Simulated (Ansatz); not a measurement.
# C2H6AlN: the cost of one run

All numbers below are computed with Ansatz 0.2.0 (RKS PBE0-D4/6-31G*).

### 1 The structure to begin with

Bond lengths: C1–Al2 1.987 Å, Al2–C3 2.018 Å, C3–N4 1.270 Å, C1–H5 1.097 Å, C1–H6 1.098 Å, C1–H7 1.098 Å, Al2–H8 1.558 Å, C3–H9 1.096 Å, N4–H10 1.032 Å. Angles: C1–Al2–C3 129.3°, C1–Al2–H8 124.7°, C3–Al2–H8 106.1°, Al2–C1–H5 111.9°, Al2–C1–H6 112.7°, Al2–C1–H7 112.8°, H5–C1–H6 106.6°, H5–C1–H7 106.6°, H6–C1–H7 105.9°, Al2–C3–N4 115.5°, Al2–C3–H9 131.0°, N4–C3–H9 113.5°, C3–N4–H10 113.4°.

Structure file:

```xyz
10

C    -1.3804    1.3762   -0.2237
Al    0.2721    0.2727   -0.2306
C     0.5960   -1.5468    0.5792
N     1.7633   -2.0186    0.4155
H    -1.2389    2.3282   -0.7498
H    -1.7180    1.6263    0.7906
H    -2.2283    0.8743   -0.7078
H     1.6143    0.6907   -0.9018
H    -0.0685   -2.2102    1.1444
H     2.3884   -1.3928   -0.1160
```

### 2 End point A

input.yaml

```yaml
crystal:
  periodic: [false, false, false]
  atoms:
    - { symbol: C, position_ang: [-1.38044, 1.37617, -0.22369] }
    - { symbol: Al, position_ang: [0.27211, 0.27274, -0.23057] }
    - { symbol: C, position_ang: [0.59605, -1.5468, 0.57921] }
    - { symbol: "N", position_ang: [1.76334, -2.01861, 0.41549] }
    - { symbol: H, position_ang: [-1.23892, 2.32821, -0.74976] }
    - { symbol: H, position_ang: [-1.718, 1.62633, 0.79059] }
    - { symbol: H, position_ang: [-2.22825, 0.87429, -0.70781] }
    - { symbol: H, position_ang: [1.6143, 0.6907, -0.90181] }
    - { symbol: H, position_ang: [-0.06855, -2.21023, 1.1444] }
    - { symbol: H, position_ang: [2.38836, -1.3928, -0.11604] }
basis:
  gaussian: { orbitals: "6-31G*" }
hamiltonian:
  xc: pbe0
  dispersion: d4
relax:
  f_tol: 0.015
  max_steps: 40
output:
  orbitals: {}
```

Run with:

```
$ ansatz run input.yaml --threads 1 --pin off --max-ram 2048MiB --backend cpu --events-out ev --progress --plain --runs-dir out
```

What time and memory should one allow on 1 thread of an Arm CPU, shared host?

About 28 s, with a peak of 0.15 GiB.
